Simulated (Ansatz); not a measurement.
**C2H6BFO2: a ladder of functionals and wavefunction methods**

An exercise on one series of results from a longer session: the logs are not shown, and one member is left open.

The runs use Ansatz 0.2.0, Gaussian basis; functionals in def2-TZVPP, the program's frozen cores in correlated methods.

Levels to be run: LDA (SPW92), PBE-D4, revPBE-D4, BLYP-D4, r2SCAN-D4, B97M-V, PBE0-D4, B3LYP-D4, r2SCANh-D4, r2SCAN0-D4, HSE06-D4, BHLYP-D4, CAM-B3LYP-D4, LC-ωPBE, ωB97X-V, ωB97M-V, B2PLYP, PBE-QIDH; CCSD(T)/def2-SVP; CCSD(T)/def2-TZVPP; MP2/def2-QZVPP; extrapolation to the limit; RPA on PBE.

**Structure used throughout**

The geometry comes from an earlier relaxation with PBE0-D4 in a triple-zeta def2 set; it is a stationary point, not always the lowest conformer.

12 atoms, charge 0, spin multiplicity 1.

Atoms are counted from 1 here; the program's logs count them from 0.

Bond lengths: B1–C2 1.609 Å, B1–O3 1.492 Å, B1–H7 1.208 Å, B1–H8 1.212 Å, C2–F4 1.304 Å, C2–O5 1.274 Å, O3–H9 0.959 Å, O5–C6 1.445 Å, C6–H10 1.085 Å, C6–H11 1.088 Å, C6–H12 1.089 Å. Angles: C2–B1–O3 91.3°, C2–B1–H7 109.8°, C2–B1–H8 109.9°, O3–B1–H7 112.8°, O3–B1–H8 115.5°, H7–B1–H8 114.9°, B1–C2–F4 120.2°, B1–C2–O5 125.5°, F4–C2–O5 112.9°, B1–O3–H9 109.1°, C2–O5–C6 121.0°, O5–C6–H10 105.0°, O5–C6–H11 110.0°, O5–C6–H12 109.6°, H10–C6–H11 110.8°, H10–C6–H12 110.9°, H11–C6–H12 110.5°.

The first run:

in.yaml reads:

```yaml
crystal:
  periodic: [false, false, false]
  atoms:
    - {symbol: B, position_ang: [-0.389595, -1.785047, -0.247658]}
    - {symbol: C, position_ang: [-0.433582, -0.177227, -0.301611]}
    - {symbol: O, position_ang: [-0.157810, -1.764181, 1.226537]}
    - {symbol: F, position_ang: [-1.485433, 0.465575, 0.124805]}
    - {symbol: O, position_ang: [0.571001, 0.583817, -0.489713]}
    - {symbol: C, position_ang: [0.527307, 1.979355, -0.116602]}
    - {symbol: H, position_ang: [-1.470929, -2.234035, -0.546314]}
    - {symbol: H, position_ang: [0.535179, -2.194429, -0.914907]}
    - {symbol: H, position_ang: [0.781374, -1.853751, 1.398144]}
    - {symbol: H, position_ang: [1.512480, 2.365123, -0.359190]}
    - {symbol: H, position_ang: [-0.241285, 2.494301, -0.689891]}
    - {symbol: H, position_ang: [0.328192, 2.065399, 0.950400]}
basis:
  gaussian: {orbitals: def2-TZVPP}
hamiltonian: {xc: lda}
output: {orbitals: {seedname: orbitals}}
```

Run with:

```sh
ansatz run in.yaml --threads 4 --pin off --events-out ev --progress --plain --max-ram 10444MiB
```

Steps of the session up to this table: LDA; PBE-D4 (GGA); revPBE-D4 (GGA); BLYP-D4 (GGA); r2SCAN-D4 (meta-GGA); B97M-V (meta-GGA); B3LYP-D4 (hybrid); r2SCANh-D4 (hybrid); r2SCAN0-D4 (hybrid); HSE06-D4 (hybrid); BHLYP-D4 (hybrid); CAM-B3LYP-D4 (range-separated); LC-ωPBE (range-separated); ωB97X-V (range-separated); ωB97M-V (range-separated); B2PLYP (double hybrid); PBE-QIDH (double hybrid).

One table of the session follows, with a row left open; its other results are not shown here.

It belongs to the step «Orbital energies across the functionals». 

```
  functional  HOMO (eV)  LUMO (eV)  gap (eV)
 LDA (SPW92)      -6.03      -2.97      3.06
      PBE-D4      -5.89      -2.70      3.19
   revPBE-D4      -5.83      -2.59      3.24
     BLYP-D4      -5.82      -2.61      3.21
   r2SCAN-D4      -6.20      -2.48      3.72
      B97M-V      -6.31      -2.45      3.86
     PBE0-D4      -7.33      -1.67      5.67
    B3LYP-D4      -7.13      -1.95      5.18
  r2SCANh-D4      -6.74      -2.10      4.64
  r2SCAN0-D4      -7.56      -1.51      6.05
    HSE06-D4      -6.93      -2.05      4.88
    BHLYP-D4      -8.79      -0.48      8.32
CAM-B3LYP-D4      -8.77      -0.51      8.26
     LC-ωPBE     -10.05       0.76     10.81
     ωB97X-V          ?          ?         ?
     ωB97M-V      -9.68       0.61     10.29
```

Estimate the missing values for ωB97X-V.

As computed: HOMO (eV): -9.75; LUMO (eV): 0.70; gap (eV): 10.45. In the column «HOMO (eV)» it lies between LC-ωPBE (-10.05) and ωB97M-V (-9.68).
